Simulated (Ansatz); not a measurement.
**Cl2H2O2Si: a ladder of functionals and wavefunction methods**

An exercise on one series of results from a longer session: the logs are not shown, and one member is left open.

The runs use Ansatz 0.2.0, Gaussian basis; functionals in def2-TZVPP, the program's frozen cores in correlated methods.

The runs, in order: LDA (SPW92), PBE-D4, revPBE-D4, BLYP-D4, r2SCAN-D4, B97M-V, PBE0-D4, B3LYP-D4, r2SCANh-D4, r2SCAN0-D4, HSE06-D4, BHLYP-D4, CAM-B3LYP-D4, LC-ωPBE, ωB97X-V, ωB97M-V, B2PLYP, PBE-QIDH; CCSD(T)/def2-SVP; CCSD(T)/def2-TZVPP; MP2/def2-QZVPP; extrapolation to the limit; RPA on PBE.

### The relaxed structure

The geometry comes from an earlier relaxation with PBE0-D4 in a triple-zeta def2 set; it is a stationary point, not always the lowest conformer.

SMILES `O[Si](O)(Cl)Cl`, 7 atoms, charge 0, spin multiplicity 1.

Atoms are counted from 1 here; the program's logs count them from 0.

Bond lengths: O1–Si2 1.622 Å, O1–H6 0.959 Å, Si2–O3 1.615 Å, Si2–Cl4 2.026 Å, Si2–Cl5 2.044 Å, O3–H7 0.959 Å. Angles: Si2–O1–H6 118.4°, O1–Si2–O3 109.0°, O1–Si2–Cl4 112.3°, O1–Si2–Cl5 109.0°, O3–Si2–Cl4 106.6°, O3–Si2–Cl5 111.9°, Cl4–Si2–Cl5 108.1°, Si2–O3–H7 117.8°.

Set-up of the first run:

Input file in.yaml:

```yaml
crystal:
  periodic: [false, false, false]
  atoms:
    - {symbol: O, position_ang: [-0.871022, 0.335688, 1.038423]}
    - {symbol: Si, position_ang: [-0.021946, -0.071831, -0.281859]}
    - {symbol: O, position_ang: [1.105677, -1.152150, 0.129865]}
    - {symbol: Cl, position_ang: [-1.175556, -0.949700, -1.696823]}
    - {symbol: Cl, position_ang: [0.799009, 1.615660, -1.091051]}
    - {symbol: H, position_ang: [-1.456573, 1.093153, 0.988989]}
    - {symbol: H, position_ang: [1.681612, -0.938721, 0.866756]}
basis:
  gaussian: {orbitals: def2-TZVPP}
hamiltonian: {xc: lda}
output: {orbitals: {seedname: orbitals}}
```

Run with:

```sh
$ ansatz run in.yaml --threads 4 --pin off --events-out ev --progress --plain --max-ram 10444MiB
```

Among the steps run: LDA; PBE-D4 (GGA); revPBE-D4 (GGA); BLYP-D4 (GGA); r2SCAN-D4 (meta-GGA); B97M-V (meta-GGA); PBE0-D4 (hybrid); B3LYP-D4 (hybrid); r2SCANh-D4 (hybrid); r2SCAN0-D4 (hybrid); HSE06-D4 (hybrid); BHLYP-D4 (hybrid); CAM-B3LYP-D4 (range-separated); LC-ωPBE (range-separated); ωB97X-V (range-separated); ωB97M-V (range-separated); B2PLYP (double hybrid); PBE-QIDH (double hybrid).

One table of the session follows, with a row left open; its other results are not shown here.

It belongs to the step «Orbital energies across the functionals». 

| functional | HOMO (eV) | gap (eV) |
| --- | --- | --- |
| LDA (SPW92) | -7.81 | 6.91 |
| PBE-D4 | -7.66 | 6.97 |
| revPBE-D4 | -7.60 | 7.01 |
| BLYP-D4 | -7.50 | 6.80 |
| r2SCAN-D4 | -8.05 | 7.96 |
| B97M-V | ? | ? |
| PBE0-D4 | -9.15 | 9.41 |
| B3LYP-D4 | -8.85 | 8.75 |
| r2SCANh-D4 | -8.60 | 8.81 |
| r2SCAN0-D4 | -9.40 | 10.06 |
| HSE06-D4 | -8.74 | 8.63 |
| BHLYP-D4 | -10.46 | 11.46 |
| CAM-B3LYP-D4 | -10.53 | 11.63 |
| LC-ωPBE | -11.98 | 14.46 |
| ωB97X-V | -11.59 | 13.85 |
| ωB97M-V | -11.42 | 13.25 |

**Question.** Estimate the row for B97M-V.

As computed: HOMO (eV): -8.14; gap (eV): 7.82. In the column «HOMO (eV)» it lies between r2SCANh-D4 (-8.60) and r2SCAN-D4 (-8.05).
